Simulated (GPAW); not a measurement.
# CoMoP2 (P6_3/mmc) in GPAW: band structure with PBEsol

Aim: the band structure of CoMoP2 with PBEsol.

Everything below comes from runs of GPAW 26.7.0. Logs are shortened: lines on timing, memory, paths and dates and some standing lists are left out, and cuts for length are marked. The log counts tension as positive stress, the text compression.

## Step 1: The structure

The structure is hexagonal, space group P6_3/mmc (No. 194). Conventional cell: a = 3.294 Å, b = 3.294 Å, c = 11.106 Å, α = 90.00°, β = 90.00°, γ = 120.00°. Around Mo (site symmetry -6m2) lie 6 P at 2.46 Å and 2 Co at 2.78 Å. Co (site symmetry -3m) is surrounded by 6 P at 2.25 Å. P (site symmetry 3m) has 3 Co at 2.25 Å and 3 Mo at 2.46 Å as nearest neighbours.

The cell comes from a database or a generator and needn't be the stable form of this composition.

## Step 2: Band structure, PBEsol, collinear spin, ferromagnetic start

run.py reads:

```python
from ase import Atoms
from ase.dft.bandgap import bandgap
from ase.io import write
from ase.units import GPa
from gpaw import GPAW, PW, setup_paths

setup_paths.insert(0, '.')

atoms = Atoms(['Mo', 'Mo', 'Co', 'Co', 'P', 'P', 'P', 'P'],
              cell=[[3.2941430499, 0.0, 0.0],
                    [-1.647071525, 2.8528115649, 0.0],
                    [0.0, 0.0, 11.10635471]],
              scaled_positions=[[0.0, 0.0, 0.75],
                                [0.0, 0.0, 0.25],
                                [0.0, 0.0, 0.5],
                                [0.0, 0.0, 0.0],
                                [0.3333333333, 0.6666666667, 0.39119286],
                                [0.6666666667, 0.3333333333, 0.60880714],
                                [0.6666666667, 0.3333333333, 0.89119286],
                                [0.3333333333, 0.6666666667, 0.10880714]],
              pbc=True)
atoms.set_initial_magnetic_moments([1.0, 1.0, 2.0, 2.0, 0.0, 0.0, 0.0, 0.0])

calc = GPAW(mode=PW(600),
            xc='PBEsol',
            kpts={'size': (6, 6, 2), 'gamma': True},
            occupations={'name': 'fermi-dirac', 'width': 0.05},
            nbands=60,
            convergence={'density': 1e-05, 'energy': 1e-05},
            maxiter=150,
            txt='gpaw.txt')
atoms.calc = calc
energy = atoms.get_potential_energy()
forces = atoms.get_forces()
stress = atoms.get_stress()
calc.write('gs.gpw')
write('result.traj', atoms)
print(f'Energy: {energy:.6f} eV')
print('Forces (eV/A):')
print(forces.round(4))
print('Stress (GPa):', (stress / GPa).round(3))
print('Moments:', calc.get_magnetic_moments().round(3))
print('Fermi level:', round(calc.get_fermi_level(), 4), 'eV')
print(f'Gap: {bandgap(calc)[0]:.4f} eV, direct: {bandgap(calc, direct=True)[0]:.4f} eV')

path = atoms.cell.bandpath('GMKGALHA,LM,KH', npoints=80, eps=1e-4)
bs_calc = calc.fixed_density(kpts=path, symmetry='off', nbands=86,
                             convergence={'bands': 'CBM+6.0', 'eigenstates': 1e-6}, txt='bands.txt')
bs = bs_calc.band_structure()
bs.write('bs.json')
print(f'Gap on the path: {bandgap(bs_calc)[0]:.4f} eV')
```

Potentials or basis: PAW data sets generated in the run's folder for this functional, pw.

Launch:

```sh
$ gpaw-setup -f PBEsol Co Mo P
$ OMP_NUM_THREADS=1 python run.py
```

gpaw.txt:

```text
__  _  _
 | _ |_)|_||  |
 |__||  | ||/\| - 26.7.0

Input parameters:
  mode=PW(ecut=600.0),
  convergence={'density': 1e-05, 'energy': 1e-05},
  kpts=MonkhorstPack(size=(6, 6, 2), gamma=True),
  maxiter=150,
  nbands=60,
  occupations=Occupations(name='fermi-dirac', width=0.05),
  xc=XC(name='PBEsol')

Diagonalizing LCAO Hamiltonian
Converting LCAO to pw mode

            P

       Mo
            P

       Co
         P

       MoP

       Co

Atoms  # Å, Bohr magnetons
|   | symbol |         x |        y |        z |    initial magnetic moments |
|---|--------|-----------|----------|----------|-----------------------------|
| 0 |     Mo |  0.000000 | 0.000000 | 8.329766 | ( 0.0000,  0.0000,  1.0000) |
| 1 |     Mo |  0.000000 | 0.000000 | 2.776589 | ( 0.0000,  0.0000,  1.0000) |
| 2 |     Co |  0.000000 | 0.000000 | 5.553177 | ( 0.0000,  0.0000,  2.0000) |
| 3 |     Co |  0.000000 | 0.000000 | 0.000000 | ( 0.0000,  0.0000,  2.0000) |
| 4 |      P | -0.000000 | 1.901874 | 4.344727 | ( 0.0000,  0.0000,  0.0000) |
| 5 |      P |  1.647072 | 0.950937 | 6.761628 | ( 0.0000,  0.0000,  0.0000) |
| 6 |      P |  1.647072 | 0.950937 | 9.897904 | ( 0.0000,  0.0000,  0.0000) |
| 7 |      P | -0.000000 | 1.901874 | 1.208451 | ( 0.0000,  0.0000,  0.0000) |

Unit cell  # Å
| periodic |         x |        y |         z |   lengths |     angles |
|----------|-----------|----------|-----------|-----------|------------|
|      yes |  3.294143 | 0.000000 |  0.000000 |  3.294143 |  90.000000 |
|      yes | -1.647072 | 2.852812 |  0.000000 |  3.294143 |  90.000000 |
|      yes |  0.000000 | 0.000000 | 11.106355 | 11.106355 | 120.000000 |

Number of symmetries: 12
Symmetry operations  # r_c * U_cc + t_c -> r_c
|    | kind |            matrix            |
|----|------|------------------------------|
|  0 |  σ   |  1, 1, 0,  0,-1, 0,  0, 0, 1 |
|  1 |  S6  |  1, 1, 0, -1, 0, 0,  0, 0,-1 |
|  2 |  E   |  1, 0, 0,  0, 1, 0,  0, 0, 1 |
|  3 |  C2  |  1, 0, 0, -1,-1, 0,  0, 0,-1 |
|  4 |  C2  |  0, 1, 0,  1, 0, 0,  0, 0,-1 |
|  5 |  C3  |  0, 1, 0, -1,-1, 0,  0, 0, 1 |
|  6 |  S6  |  0,-1, 0,  1, 1, 0,  0, 0,-1 |
|  7 |  σ   |  0,-1, 0, -1, 0, 0,  0, 0, 1 |
|  8 |  σ   | -1, 0, 0,  1, 1, 0,  0, 0, 1 |
|  9 |  i   | -1, 0, 0,  0,-1, 0,  0, 0,-1 |
| 10 |  C3  | -1,-1, 0,  1, 0, 0,  0, 0, 1 |
| 11 |  C2  | -1,-1, 0,  0, 1, 0,  0, 0,-1 |

BZ-sampling:
  Number of BZ points: 72
  Number of IBZ points: 14

  Monkhorst-Pack size: [6, 6, 2]
  Monkhorst-Pack shift: [0.08333333333333333, 0.08333333333333333, 0.25]

K-points  # in reciprocal-cell coordinates
|     |                                coordinates |     weight |
|-----|--------------------------------------------|------------|
|   0 | (  0.00000000,   0.00000000,   0.00000000) | 0.01388889 |
|   1 | (  0.00000000,   0.00000000,   0.50000000) | 0.01388889 |
|   2 | (  0.16666667,   0.00000000,   0.00000000) | 0.08333333 |
|   3 | (  0.16666667,   0.00000000,   0.50000000) | 0.08333333 |
|   4 | (  0.33333333,  -0.16666667,   0.00000000) | 0.08333333 |
[... 123 lines left out ...]
  Fourier metric: weight=20.0, sigma=0.015

occupation numbers:
  Fermi-Dirac:
    width: 0.0500  # eV

poisson solver:
  ecut: 4800.0  # eV

xc functional:
  name: PBEsol with 2 nearest neighbor stencil

convergence criteria:
- Maximum integral of absolute [dens]ity change: 1e-05 electrons / valence electron
- Maximum [total energy] change in last 3 cyles: 1e-05 eV / valence electron
- Maximum integral of absolute [eigenst]ate change: 4e-08 eV^2 / valence electron
maximum number of iterations: 150

SCF iterations
|iter     | |      energy | eigst |  dens |  magmom |
|---------|-|-------------|-------|-------|---------|
|iter:   1| |  -70.046109 | +0.66 |       |  +5.9811|
|iter:   2| |  -70.140461 | -0.89 | -0.84 |  +5.7511|
|iter:   3| |  -70.229734 | -2.38 | -0.94 |  +5.1026|
|iter:   4| |  -70.474740 | -2.01 | -0.99 |  +3.4001|
|iter:   5| |  -70.808554 | -2.35 | -1.26 |  +1.3264|
|iter:   6| |  -72.033016 | -2.23 | -1.72 |  +0.4242|
|iter:   7| |  -71.017942 | -2.22 | -1.31 |  +0.3976|
|iter:   8| |  -70.913119 | -2.84 | -1.66 |  +0.0809|
|iter:   9| |  -70.889816 | -3.41 | -1.88 |  +0.0592|
|iter:  10| |  -70.899561 | -3.31 | -2.22 |  +0.0144|
|iter:  11| |  -70.888697 | -3.65 | -2.24 |  -0.0264|
|iter:  12| |  -70.888898 | -4.87 | -2.79 |  -0.0179|
|iter:  13| |  -70.888866c| -5.65 | -3.02 |  -0.0138|
|iter:  14| |  -70.888889c| -6.16 | -3.41 |  -0.0020|
|iter:  15| |  -70.888891c| -7.10 | -3.90 |  +0.0001|
|iter:  16| |  -70.888891c| -7.64c| -4.29 |  +0.0003|
|iter:  17| |  -70.888890c| -7.89c| -4.68 |  +0.0000|
|iter:  18| |  -70.888891c| -7.61c| -4.84 |  +0.0002|
|iter:  19| |  -70.888891c| -8.60c| -5.28c|  +0.0001|

Converged in 19 steps
Energy contributions relative to reference atoms: (reference = -333034.710423)

Energy contributions:
  Kinetic:          20.860401
  Coulomb:         -21.218556
  Zero:             -0.764590
  External:          0.000000
  Xc:              -69.745152
  Entropy:          -0.041986
  Spinorbit:         0.000000
  ----------------------------
  Free energy:     -70.909884
  Extrapolated:    -70.888891

dipole moment: (-21.190982, -36.703858, -29.940787)  # |e|*Ang

Total magnetic moment: (0.000000, 0.000000, 0.000061)

Local magnetic moments
|        x |        y |         z |
|----------|----------|-----------|
| 0.000000 | 0.000000 |  0.000012 |  # Mo   0
| 0.000000 | 0.000000 |  0.000012 |  # Mo   1
| 0.000000 | 0.000000 |  0.000032 |  # Co   2
| 0.000000 | 0.000000 | -0.000030 |  # Co   3
| 0.000000 | 0.000000 | -0.000003 |  # P    4
| 0.000000 | 0.000000 | -0.000003 |  # P    5
| 0.000000 | 0.000000 | -0.000001 |  # P    6
| 0.000000 | 0.000000 | -0.000001 |  # P    7

Fermi level: 11.658
Eigenvalues  # (at kpt = [0.000, 0.000, 0.000])
| band index |      eig [eV] | occ [0-1] |      eig [eV] | occ [0-1] |
|------------|---------------|-----------|---------------|-----------|
|          0 |       -49.442 |     1.000 |       -49.442 |     1.000 |
|        ... |               |           |               |           |
|         25 |         9.659 |     1.000 |         9.659 |     1.000 |
|         26 |         9.753 |     1.000 |         9.753 |     1.000 |
|         27 |         9.753 |     1.000 |         9.753 |     1.000 |
|         28 |         9.820 |     1.000 |         9.820 |     1.000 |
|         29 |         9.820 |     1.000 |         9.820 |     1.000 |
|         30 |        11.092 |     1.000 |        11.092 |     1.000 |
[... 8 lines left out ...]
|         39 |        14.566 |     0.000 |        14.566 |     0.000 |
|         40 |        15.442 |     0.000 |        15.442 |     0.000 |
|        ... |               |           |               |           |
|         59 |        24.904 |     0.000 |        24.904 |     0.000 |

No gap
No difference between direct/indirect transitions

Forces  # eV/Ang
|        x |        y |        z |
|----------|----------|----------|
| -0.00000 | -0.00000 | -0.00006 |  # Mo   0
|  0.00000 |  0.00000 |  0.00006 |  # Mo   1
| -0.00000 |  0.00000 |  0.00000 |  # Co   2
|  0.00000 |  0.00000 |  0.00000 |  # Co   3
|  0.00000 | -0.00000 |  0.01780 |  # P    4
| -0.00000 | -0.00000 | -0.01780 |  # P    5
| -0.00000 | -0.00000 |  0.01778 |  # P    6
|  0.00000 | -0.00000 | -0.01778 |  # P    7

Stress tensor  # eV/Ang^3
|        x |         y |         z |
|----------|-----------|-----------|
| 0.018347 |  0.000000 |  0.000000 |
| 0.000000 |  0.018347 | -0.000000 |
| 0.000000 | -0.000000 |  0.025123 |

# Writing to gs.gpw (mode='')
```

stdout:

```text
Energy: -70.888891 eV
Forces (eV/A):
[[-0.     -0.     -0.0001]
 [ 0.      0.      0.0001]
 [-0.      0.      0.    ]
 [ 0.      0.      0.    ]
 [ 0.     -0.      0.0178]
 [-0.     -0.     -0.0178]
 [-0.     -0.      0.0178]
 [ 0.     -0.     -0.0178]]
Stress (GPa): [ 2.939  2.939  4.025 -0.     0.     0.   ]
Moments: [ 0.  0.  0. -0. -0. -0. -0. -0.]
Fermi level: 11.6581 eV
Gap: 0.0000 eV, direct: 0.0000 eV
Gap on the path: 0.0000 eV
```

Wall time 13 min (1 thread of Arm Neoverse V2, shared host); peak memory 1.2 GiB.

What came out:

| Item | Value |
| --- | --- |
| Free energy | -70.9099 eV |
| Pressure | -3.3 GPa |
| Largest force | 0.018 eV/Å |
| Band gap along the path | none (metal or under the smearing width) |
| Net moment | 0.00 μB per cell |

Forces in eV/Å, atoms in the order of the input:
```
Mo   0.000  0.000  0.000
Mo   0.000  0.000  0.000
Co   0.000  0.000  0.000
Co   0.000  0.000  0.000
P    0.000  0.000  0.018
P    0.000  0.000 -0.018
P    0.000  0.000  0.018
P    0.000  0.000 -0.018
```

Stress tensor (GPa, compression positive):
```
-2.94  0.00  0.00
 0.00 -2.94  0.00
 0.00  0.00 -4.03
```

Levels at the corners of the path, in eV from the Fermi level:
Spin up:
| point | band 31 | band 32 | band 33 | band 34 | band 35 | band 36 |
| --- | --- | --- | --- | --- | --- | --- |
| Γ | -0.57 | -0.24 | -0.24 | 0.98 | 1.31 | 1.35 |
| M | -1.08 | -1.07 | -0.66 | 0.84 | 1.29 | 1.82 |
| K | -1.00 | -1.00 | -0.37 | -0.37 | 0.87 | 1.09 |
| Γ | -0.57 | -0.24 | -0.24 | 0.98 | 1.31 | 1.35 |
| A | -0.93 | -0.93 | 0.14 | 0.14 | 1.35 | 1.35 |
| L | -1.08 | -1.08 | 0.16 | 0.16 | 1.38 | 1.38 |
| H | -0.67 | -0.67 | -0.60 | -0.60 | 0.98 | 0.98 |
| A | -0.93 | -0.93 | 0.14 | 0.14 | 1.35 | 1.35 |
| L | -1.08 | -1.08 | 0.16 | 0.16 | 1.38 | 1.38 |
| M | -1.08 | -1.07 | -0.66 | 0.84 | 1.29 | 1.82 |
| K | -1.00 | -1.00 | -0.37 | -0.37 | 0.87 | 1.09 |
| H | -0.67 | -0.67 | -0.60 | -0.60 | 0.98 | 0.98 |
Spin down:
| point | band 31 | band 32 | band 33 | band 34 | band 35 | band 36 |
| --- | --- | --- | --- | --- | --- | --- |
| Γ | -0.57 | -0.24 | -0.24 | 0.98 | 1.31 | 1.35 |
| M | -1.08 | -1.07 | -0.66 | 0.84 | 1.29 | 1.82 |
| K | -1.00 | -1.00 | -0.37 | -0.37 | 0.87 | 1.09 |
| Γ | -0.57 | -0.24 | -0.24 | 0.98 | 1.31 | 1.35 |
| A | -0.93 | -0.93 | 0.14 | 0.14 | 1.35 | 1.35 |
| L | -1.08 | -1.08 | 0.16 | 0.16 | 1.38 | 1.38 |
| H | -0.67 | -0.67 | -0.60 | -0.60 | 0.98 | 0.98 |
| A | -0.93 | -0.93 | 0.14 | 0.14 | 1.35 | 1.35 |
| L | -1.08 | -1.08 | 0.16 | 0.16 | 1.38 | 1.38 |
| M | -1.08 | -1.07 | -0.66 | 0.84 | 1.29 | 1.82 |
| K | -1.00 | -1.00 | -0.37 | -0.37 | 0.87 | 1.09 |
| H | -0.67 | -0.67 | -0.60 | -0.60 | 0.98 | 0.98 |

Caveat: the k mesh is coarse (spacing up to 0.37 Å⁻¹), so the values aren't converged; the starting moments collapsed, and a magnetic state may lie lower.

## Step 3: The reference run

An earlier run on the cell as given: functional PBEsol; potentials or basis PAW data sets generated in the run's folder for this functional; cutoff 600 eV; basis pw; k mesh 9 × 9 × 3; occupations fermi-dirac, width 0.05 eV; collinear spin, ferromagnetic start; starting moments [1.0, 1.0, 2.0, 2.0, 0.0, 0.0, 0.0, 0.0] μB.

* Pressure: -3.3 GPa
* Largest force: 0.033 eV/Å
* Band gap on the k mesh: none (metal or under the smearing width)
* Net moment: 0.00 μB per cell
